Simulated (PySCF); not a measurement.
# C₆H₇FSi: electronic excitations

Wanted: the electronic excitations of C₆H₇FSi (`C=C[Si@@H]1C=CC(F)=C1`), by calculation.

Programs: PySCF 2.14.0, with density-fitted response routines of our own. Each step states its level of theory. These are calculated values for one molecule in the gas phase, unless marked as measured. Atoms are numbered from 0 throughout.

### 1 The starting structure

15 atoms, charge 0, multiplicity 1; geometry from: GFN2-xTB.

Bonds of the start (Å): C0–C1 1.32, C1–Si2 1.88, Si2–C3 1.90, C3–C4 1.34, C4–C5 1.45, C5–F6 1.35, C5–C7 1.33, C7–Si2 1.88, C0–H8 1.08, C0–H9 1.08, C1–H10 1.08, Si2–H11 1.47, C3–H12 1.08, C4–H13 1.08, C7–H14 1.07.

### 2 Ultraviolet spectrum: CAM-B3LYP/def2-SVPD

Job settings and geometry (Å):

```
{"job": {"kind": "uv", "xc": "CAM-B3LYP", "basis": "def2-SVPD", "nstates": 8, "ntriplets": 3}, "charge": 0, "multiplicity": 1}
C      2.445774    -0.004623    -0.785383
C      1.796111    -0.906466    -0.065638
Si     0.165531    -0.607040     0.827281
C     -1.361748    -1.074529    -0.192538
C     -2.087170     0.023240    -0.424019
C     -1.541507     1.248256     0.138798
F     -2.236391     2.388686    -0.062550
C     -0.395262     1.190761     0.817437
H      2.071161     0.998285    -0.908412
H      3.379501    -0.222958    -1.281588
H      2.220636    -1.898186     0.027201
H      0.153183    -1.209820     2.164455
H     -1.658091    -2.043518    -0.556325
H     -3.012589     0.065435    -0.978984
H      0.056447     2.060465     1.258354
```

Method: TDDFT CAM-B3LYP/def2-SVPD, vertical, gas phase, core orbitals frozen in the response.

The run is started by

```console
$ OMP_NUM_THREADS=1 python probes_run.py task.json out
```

The driver reads the jobs from task.json and runs them one after another.

Predict these results of the whole session: lowest singlet (CAM-B3LYP/def2-SVPD); brightest single state of those computed; lowest triplet.

**Answer**, as computed:

| quantity | value |
| --- | --- |
| lowest singlet (CAM-B3LYP/def2-SVPD) | 4.44 eV (279 nm), f = 0.044 |
| brightest single state of those computed | state 7, 6.81 eV, f = 0.067 |
| lowest triplet | 2.73 eV |

**Reading.** The lowest singlet, at 4.44 eV, is HOMO→LUMO 0.97 and is weak; of the 8 states computed, the strongest absorption comes from state 7 at 6.81 eV. The lowest triplet lies 1.72 eV below the lowest singlet (triplets in Tamm-Dancoff, singlets in full TDDFT).
